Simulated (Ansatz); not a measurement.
# C₂H₇BOS: how energies converge with the basis set

Aim: see how fast density functionals converge with the basis set for C₂H₇BOS.

Method: one geometry, several basis sets; program: Ansatz 0.2.0, Gaussian basis.

Plan: PBE0-D4/def2-SVP; ωB97M-V/def2-SVP; PBE0-D4/def2-QZVPP; ωB97M-V/def2-QZVPP; the functionals' def2-TZVPP values are taken from earlier runs.

## (1) The relaxed structure

An earlier PBE0-D4 in a triple-zeta def2 set relaxation fixed the geometry.

12 atoms, charge 0, spin multiplicity 1.

Atoms are counted from 1 here; the program's logs count them from 0.

Bond lengths: C1–O2 1.413 Å, C1–H6 1.090 Å, C1–H7 1.094 Å, C1–H8 1.094 Å, O2–B3 1.353 Å, B3–C4 1.566 Å, B3–S5 1.831 Å, C4–H9 1.094 Å, C4–H10 1.094 Å, C4–H11 1.092 Å, S5–H12 1.341 Å. Angles: O2–C1–H6 107.8°, O2–C1–H7 111.0°, O2–C1–H8 111.0°, H6–C1–H7 109.1°, H6–C1–H8 109.1°, H7–C1–H8 108.9°, C1–O2–B3 122.7°, O2–B3–C4 119.0°, O2–B3–S5 118.6°, C4–B3–S5 122.3°, B3–C4–H9 111.2°, B3–C4–H10 111.1°, B3–C4–H11 111.3°, H9–C4–H10 106.5°, H9–C4–H11 108.3°, H10–C4–H11 108.3°, B3–S5–H12 95.7°.

Geometry (Å):

```xyz
12
C2H7BOS
C    -2.0307    0.2755    0.2654
O    -0.8447   -0.4832    0.3791
B     0.3549   -0.0315   -0.0524
C     1.6169   -0.9438    0.1175
S     0.4433    1.6306   -0.8157
H    -2.8459   -0.3183    0.6779
H    -1.9513    1.2122    0.8248
H    -2.2498    0.5058   -0.7815
H     2.0883   -1.1502   -0.8480
H     2.3757   -0.4544    0.7356
H     1.3577   -1.8962    0.5835
H     1.7626    1.5983   -1.0522
```

## (2) PBE0-D4 in def2-SVP

Input file in.yaml:

```yaml
crystal:
  periodic: [false, false, false]
  atoms:
    - {symbol: C, position_ang: [-2.030741, 0.275503, 0.265374]}
    - {symbol: O, position_ang: [-0.844709, -0.483167, 0.379116]}
    - {symbol: B, position_ang: [0.354943, -0.031531, -0.052420]}
    - {symbol: C, position_ang: [1.616934, -0.943761, 0.117486]}
    - {symbol: S, position_ang: [0.443284, 1.630575, -0.815684]}
    - {symbol: H, position_ang: [-2.845878, -0.318263, 0.677935]}
    - {symbol: H, position_ang: [-1.951320, 1.212224, 0.824826]}
    - {symbol: H, position_ang: [-2.249758, 0.505757, -0.781457]}
    - {symbol: H, position_ang: [2.088274, -1.150203, -0.848012]}
    - {symbol: H, position_ang: [2.375676, -0.454427, 0.735634]}
    - {symbol: H, position_ang: [1.357669, -1.896171, 0.583517]}
    - {symbol: H, position_ang: [1.762629, 1.598264, -1.052214]}
basis:
  gaussian: {orbitals: def2-SVP}
hamiltonian: {xc: pbe0, dispersion: d4}
output: {orbitals: {seedname: orbitals}}
```

Command:

```sh
> ansatz run in.yaml --threads 4 --pin off --events-out ev --progress --plain --max-ram 10444MiB
```

Further steps of the session: ωB97M-V in def2-SVP; PBE0-D4 in def2-QZVPP; ωB97M-V in def2-QZVPP.

Q: Predict the results of all the runs planned. Wanted: PBE0-D4: double and triple zeta above quadruple; ωB97M-V: double and triple zeta above quadruple.

**Answer**, as computed:

| quantity | value |
| --- | --- |
| PBE0-D4: double and triple zeta above quadruple | 9.84, 0.61 eV |
| ωB97M-V: double and triple zeta above quadruple | 10.04, 0.59 eV |

For PBE0-D4 the step from double to triple zeta gains 9.23 eV and the next only 0.61 eV. These are total energies; as a rule much of such shifts cancels in differences, which this series doesn't test. The LUMO of ωB97M-V is positive and keeps falling with the basis (2.77 to 1.58 eV): an unbound level that the basis holds in place.
